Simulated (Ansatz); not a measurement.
# SrCu2Sb2: the cost of one run

All numbers are computed with Ansatz 0.2.0, driven from Python. Level of theory: DFT LDA, plane waves, PAW.

## Step 1: Starting point

The structure is tetragonal, space group P4/nmm (No. 129). Conventional cell: a = 4.566 Å, b = 4.566 Å, c = 10.759 Å, α = 90.00°, β = 90.00°, γ = 90.00°. Around Sr (site symmetry 4mm) lie 8 Cu at 3.42 to 3.52 Å and 9 Sb at 3.43 to 3.93 Å. Cu (site symmetry 4mm) has 5 Sb at 2.57 to 2.69 Å as nearest neighbours. Around Cu (site symmetry -4m2) lie 4 Sb at 2.67 Å. Around Sb (site symmetry 4mm) lie 5 Cu at 2.57 to 2.67 Å. Around Sb (site symmetry -4m2) lie 4 Cu at 2.69 Å.

No structure file is read: the coordinates are typed or built in the script.

## Step 2: The code

File eos_srcu2sb2.py:

```python
"""Bulk modulus of SrCu2Sb2 from an E(V) curve."""

import warnings

import ansatz as az
import numpy as np

VECTORS = np.array([
    [4.56626, 0.0, 0.0],
    [0.0, 4.56626, 0.0],
    [0.0, 0.0, 10.75939],
])
SITES = [
    ("Sr", (0.5, 0.0, 0.23661)),
    ("Sr", (0.0, 0.5, 0.76339)),
    ("Cu", (0.5, 0.0, 0.63291)),
    ("Cu", (0.0, 0.0, 0.0)),
    ("Cu", (0.0, 0.5, 0.36709)),
    ("Cu", (0.5, 0.5, 0.0)),
    ("Sb", (0.0, 0.5, 0.12853)),
    ("Sb", (0.5, 0.5, 0.5)),
    ("Sb", (0.0, 0.0, 0.5)),
    ("Sb", (0.5, 0.0, 0.87147)),
]


def crystal_on(cell):
    crystal = az.Crystal(lattice=az.Lattice.of(cell))
    for symbol, position in SITES:
        crystal = crystal.atom(symbol, position)
    return crystal

warnings.simplefilter("ignore", az.DeckWarning)

# uniform scaling of the cell
volumes, energies, pressures = [], [], []
for scale in np.linspace(0.88, 1.12, 7):
    cell = VECTORS * scale ** (1 / 3)
    setup = (
        crystal_on(cell).calculation()
        .functional("lda")
        .occupations("methfessel_paxton")
        .basis(500)
        .kpoints(6, 6, 3)
        .stress()
    )
    data = setup.run(threads=1).report
    volumes.append(abs(np.linalg.det(cell)) / len(SITES))
    energies.append(data["free_energy_ev"] / len(SITES))
    pressures.append(np.trace(data["stress_gpa"]) / 3)
    print(f"V = {volumes[-1]:8.4f} A^3/atom  F = {energies[-1]:.5f} eV/atom  P = {pressures[-1]:8.3f} GPa")

# third-order Birch-Murnaghan: a cubic in V^(-2/3)
x = np.array(volumes) ** (-2 / 3)
poly = np.polynomial.Polynomial.fit(x, energies, 3).convert()
roots = poly.deriv().roots()
x0 = min((r.real for r in roots if abs(r.imag) < 1e-9 and poly.deriv(2)(r.real) > 0), key=lambda r: abs(r - x.mean()))
v0 = x0 ** -1.5
b0 = 4 / 9 * poly.deriv(2)(x0) * v0 ** (-7 / 3) * 160.21766
b1 = 4 + 2 / 3 * x0 * poly.deriv(3)(x0) / poly.deriv(2)(x0)
print(f"V0 = {v0:.4f} A^3/atom, B0 = {b0:.1f} GPa, dB/dP = {b1:.2f}")
```

## Step 3: What the engine is handed

The package turns the script's settings into the engine's input (first run):

```yaml
crystal:
  lattice:
    - [4.375773767302301, 0.0, 0.0]
    - [0.0, 4.375773767302301, 0.0]
    - [0.0, 0.0, 10.310550979176549]
  atoms:
    - { symbol: Sr, position: [0.5, 0.0, 0.23661] }
    - { symbol: Sr, position: [0.0, 0.5, 0.76339] }
    - { symbol: Cu, position: [0.5, 0.0, 0.63291] }
    - { symbol: Cu, position: [0.0, 0.0, 0.0] }
    - { symbol: Cu, position: [0.0, 0.5, 0.36709] }
    - { symbol: Cu, position: [0.5, 0.5, 0.0] }
    - { symbol: Sb, position: [0.0, 0.5, 0.12853] }
    - { symbol: Sb, position: [0.5, 0.5, 0.5] }
    - { symbol: Sb, position: [0.0, 0.0, 0.5] }
    - { symbol: Sb, position: [0.5, 0.0, 0.87147] }
basis:
  ecutwfc: 500.0
kpoints:
  mp_grid:
    grid: [6, 6, 3]
hamiltonian:
  xc: lda
scf:
  occupations:
    method: methfessel_paxton
output:
  stress: true
```

## Step 4: The run

Command:

```sh
$ python eos_srcu2sb2.py
```

Q: Estimate wall time and peak memory on 1 thread of Intel Xeon Platinum 8223CL at 3.00GHz (Skylake/Cascade Lake), shared host.

About 3.1 min, with a peak of 0.85 GiB.
